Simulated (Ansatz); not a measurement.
# CH₃FOSi: small, medium and large basis sets

One table from this session's results is given with a row withheld; the runs are named, their logs left out.

The runs use Ansatz 0.2.0, Gaussian basis; one geometry, several basis sets.

Plan: PBE0-D4/def2-SVP; ωB97M-V/def2-SVP; PBE0-D4/def2-QZVPP; ωB97M-V/def2-QZVPP; the functionals' def2-TZVPP values are taken from earlier runs.

## The relaxed structure

The geometry comes from an earlier relaxation with PBE0-D4 in a triple-zeta def2 set; it is a stationary point, not always the lowest conformer.

SMILES `F[SiH]1CO1`, 7 atoms, charge 0, spin multiplicity 1.

Atoms are counted from 1 here; the program's logs count them from 0.

Bond lengths: F1–Si2 1.584 Å, Si2–C3 1.790 Å, Si2–O4 1.634 Å, Si2–H5 1.469 Å, C3–O4 1.505 Å, C3–H6 1.087 Å, C3–H7 1.088 Å. Angles: F1–Si2–C3 121.7°, F1–Si2–O4 118.1°, F1–Si2–H5 107.5°, C3–Si2–O4 51.9°, C3–Si2–H5 127.6°, O4–Si2–H5 119.1°, Si2–C3–O4 58.7°, Si2–C3–H6 123.7°, Si2–C3–H7 121.1°, O4–C3–H6 112.3°, O4–C3–H7 111.8°, H6–C3–H7 113.5°, Si2–O4–C3 69.4°.

As a file:

```
F    -2.1054   -0.0219    0.2995
Si   -0.7029    0.1174   -0.4239
C     0.8374    0.0193    0.4820
O     0.3368   -1.1406   -0.3351
H    -0.9382    0.7600   -1.7242
H     1.7823    0.4086    0.1108
H     0.8512   -0.2107    1.5451
```

The first run:

The input, in.yaml:

```yaml
crystal:
  periodic: [false, false, false]
  atoms:
    - {symbol: F, position_ang: [-2.105360, -0.021946, 0.299545]}
    - {symbol: Si, position_ang: [-0.702870, 0.117398, -0.423880]}
    - {symbol: C, position_ang: [0.837403, 0.019343, 0.481968]}
    - {symbol: O, position_ang: [0.336768, -1.140574, -0.335143]}
    - {symbol: H, position_ang: [-0.938247, 0.760002, -1.724151]}
    - {symbol: H, position_ang: [1.782307, 0.408566, 0.110753]}
    - {symbol: H, position_ang: [0.851198, -0.210688, 1.545109]}
basis:
  gaussian: {orbitals: def2-SVP}
hamiltonian: {xc: pbe0, dispersion: d4}
output: {orbitals: {seedname: orbitals}}
```

On the command line:

```console
ansatz run in.yaml --threads 2 --pin off --events-out ev --progress --plain --max-ram 4352MiB
```

Among the steps run: PBE0-D4 in def2-SVP; ωB97M-V in def2-SVP; PBE0-D4 in def2-QZVPP; ωB97M-V in def2-QZVPP.

One of the session's tables, all rows but one given; the rest of the session is left out.

It belongs to the step «Functionals by basis». 

| functional | basis | HOMO (eV) | LUMO (eV) |
| --- | --- | --- | --- |
| PBE0-D4 | def2-SVP | -7.92 | 0.47 |
| PBE0-D4 | def2-TZVPP | -8.01 | 0.03 |
| PBE0-D4 | def2-QZVPP | -8.04 | -0.16 |
| ωB97M-V | def2-SVP | -10.17 | 2.42 |
| ωB97M-V | def2-TZVPP | ? | ? |
| ωB97M-V | def2-QZVPP | -10.31 | 1.32 |

Q: Estimate the row for ωB97M-V, def2-TZVPP from the others.

The run gave: HOMO (eV): -10.28; LUMO (eV): 1.74. In the column «HOMO (eV)» it lies between ωB97M-V, def2-QZVPP (-10.31) and ωB97M-V, def2-SVP (-10.17).
